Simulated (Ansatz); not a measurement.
**C3H9In (trimethylindium (TMIn)) at PBE/def2-SVP (core potential)**

Aim: the energy change on altering one bond length of C3H9In (trimethylindium (TMIn)) at PBE/def2-SVP (core potential), from 2 runs. 

The results are computed with Ansatz 0.2.0.

35 further runs of the same task are left out: 2 that didn't finish, 33 set aside as unsound or not needed.

**1. The structure to begin with**

C3H9In: 13 atoms, total charge 0, spin state singlet. As SMILES, `[CH3][In]([CH3])[CH3]`. Geometry: relaxed at PBE0-D4/def2-TZVP.

Bond lengths: C1–In2 2.164 Å, In2–C3 2.164 Å, In2–C4 2.164 Å, C1–H5 1.091 Å, C1–H6 1.094 Å, C1–H7 1.091 Å, C3–H8 1.091 Å, C3–H9 1.091 Å, C3–H10 1.094 Å, C4–H11 1.091 Å, C4–H12 1.094 Å, C4–H13 1.091 Å. Some angles: C1–In2–C3 120.0°, C1–In2–C4 120.1°, C3–In2–C4 119.9°, In2–C1–H5 111.3°, In2–C1–H6 109.3°, In2–C1–H7 111.3°, In2–C3–H8 111.3°, In2–C3–H9 111.4°, In2–C3–H10 109.2°, In2–C4–H11 111.4°.

**2. The energy at PBE/def2-SVP (core potential)**

Contents of molecule.yaml:

```yaml
crystal:
  periodic: [false, false, false]
  atoms:
    - symbol: C
      position_ang: [-0.506200, 1.897900, -0.902800]
    - symbol: In
      position_ang: [0.007900, -0.003300, -0.006900]
    - symbol: C
      position_ang: [1.475300, -0.088600, 1.581000]
    - symbol: C
      position_ang: [-0.956600, -1.818200, -0.683200]
    - symbol: H
      position_ang: [0.329400, 2.598000, -0.853700]
    - symbol: H
      position_ang: [-1.344900, 2.339400, -0.357000]
    - symbol: H
      position_ang: [-0.811500, 1.777000, -1.943300]
    - symbol: H
      position_ang: [1.276400, -0.918200, 2.261200]
    - symbol: H
      position_ang: [1.500700, 0.842500, 2.149300]
    - symbol: H
      position_ang: [2.467200, -0.242700, 1.146600]
    - symbol: H
      position_ang: [-1.254700, -1.743900, -1.730100]
    - symbol: H
      position_ang: [-1.858700, -1.990800, -0.089300]
    - symbol: H
      position_ang: [-0.304000, -2.683700, -0.557100]
basis:
  gaussian: {orbitals: def2-SVP}
accuracy: high
hamiltonian: {xc: pbe}
output: {orbitals: {seedname: orbitals}}
```

Run with:

```sh
ansatz run molecule.yaml --threads 1 --pin off --max-ram 3480MiB --events-out events.jsonl --progress --plain --runs-dir runs
```

Output:

```text
Warning: RAYON_NUM_THREADS=1 ignored (pool sized by the plan → 1); use --threads N
Functional definition: PBE
  name "PBE"
  parameter kappa = 0.804
  parameter beta = 0.06672455060314922
  exchange = pbe_x(kappa = kappa, mu = beta*pi^2/3)
  correlation = pbe_c(beta = beta)
2860 factors; integrals over basis functions are off by at most 1.9e-8 eV
mean field evaluation 1: about -8401.1924 eV, gradient 9.4e1 eV
mean field evaluation 2: about -8369.9476 eV, gradient 1.3e2 eV
mean field evaluation 4: about -8423.7811 eV, gradient 3.1e0 eV
mean field evaluation 8: about -8423.7955 eV, gradient 3.2e-1 eV
mean field evaluation 16: about -8423.7958 eV, gradient 1.2e-5 eV
mean field -8423.79582042 eV, -309.5687865465 hartree, gradient 5.0e-8 eV, S^2 0.000000; 0 other end points of the search recorded, 0 dependent functions left out
reference -8423.79582545 eV, -309.5687867314 hartree; 24, 24 occupied and 89, 89 virtual orbitals, 2860 factors
Total energy: -8423.79582545 eV, -309.5687867314 hartree
```

Wall time 12 s (1 thread of Arm Neoverse V1, shared host); peak memory 0.38 GiB.

**3. The distorted shape, same level**

Contents of job.yaml:

```yaml
crystal:
  periodic: [false, false, false]
  atoms:
    - {symbol: C, position_ang: [-1.174672, 1.337826, -0.942080]}
    - {symbol: In, position_ang: [-0.660572, -0.563374, -0.046180]}
    - {symbol: C, position_ang: [0.806828, -0.648674, 1.541720]}
    - {symbol: C, position_ang: [-1.625072, -2.378274, -0.722480]}
    - {symbol: H, position_ang: [0.329400, 2.598000, -0.853700]}
    - {symbol: H, position_ang: [-2.013372, 1.779326, -0.396280]}
    - {symbol: H, position_ang: [-1.479972, 1.216926, -1.982580]}
    - {symbol: H, position_ang: [0.607928, -1.478274, 2.221920]}
    - {symbol: H, position_ang: [0.832228, 0.282426, 2.110020]}
    - {symbol: H, position_ang: [1.798728, -0.802774, 1.107320]}
    - {symbol: H, position_ang: [-1.923172, -2.303974, -1.769380]}
    - {symbol: H, position_ang: [-2.527172, -2.550874, -0.128580]}
    - {symbol: H, position_ang: [-0.972472, -3.243774, -0.596380]}
basis:
  gaussian:
    orbitals: def2-SVP
hamiltonian:
  xc: {name: PBE}
accuracy: high
output: {orbitals: {seedname: orbitals}}
```

Run with:

```sh
ansatz run job.yaml --threads 1 --pin off --max-ram 3480MiB --events-out events.jsonl --progress --plain --runs-dir runs
```

Output, shortened:

```text
Warning: RAYON_NUM_THREADS=1 ignored (pool sized by the plan → 1); use --threads N
[... 6 set-up lines as earlier in the session ...]
2865 factors; integrals over basis functions are off by at most 7.4e-9 eV
mean field evaluation 1: about -8395.4323 eV, gradient 9.7e1 eV
mean field evaluation 2: about -8349.0419 eV, gradient 1.4e2 eV
mean field evaluation 4: about -8416.7701 eV, gradient 3.3e1 eV
mean field evaluation 8: about -8420.6495 eV, gradient 7.7e-2 eV
mean field evaluation 16: about -8420.6395 eV, gradient 7.2e-5 eV
mean field -8420.63946207 eV, -309.4527925166 hartree, gradient 6.2e-8 eV, S^2 0.000000; 0 other end points of the search recorded, 0 dependent functions left out
reference -8420.63946703 eV, -309.4527926988 hartree; 24, 24 occupied and 89, 89 virtual orbitals, 2865 factors
Total energy: -8420.63946703 eV, -309.4527926988 hartree
```

Wall time 12 s (1 thread of Arm Neoverse V1, shared host); peak memory 0.38 GiB.

**4. Results**

At PBE/def2-SVP (core potential):

| quantity | value |
| --- | --- |
| first shape: total energy | -309.56879 Eh |
| first shape: HOMO energy | -5.76 eV |
| first shape: LUMO energy | -1.49 eV |
| first shape: HOMO–LUMO gap | 4.27 eV |
| distorted shape: total energy | -309.45279 Eh |
| distorted shape: HOMO energy | -5.84 eV |
| distorted shape: LUMO energy | -2.46 eV |
| distorted shape: HOMO–LUMO gap | 3.38 eV |
| energy change with the C1–H5 bond stretched from 1.091 to 1.964 Å | 3.156 eV |

What this shows: One bond (distorted shape) is far stretched, which a spin-restricted single reference describes badly; a broken-symmetry solution may lie lower. With the C1–H5 bond stretched from 1.091 to 1.964 Å the energy rises by 3.16 eV (73 kcal/mol). The first shape isn't relaxed at this level, so the change isn't measured from a minimum. A restricted reference can't describe the breaking bond well at this length.
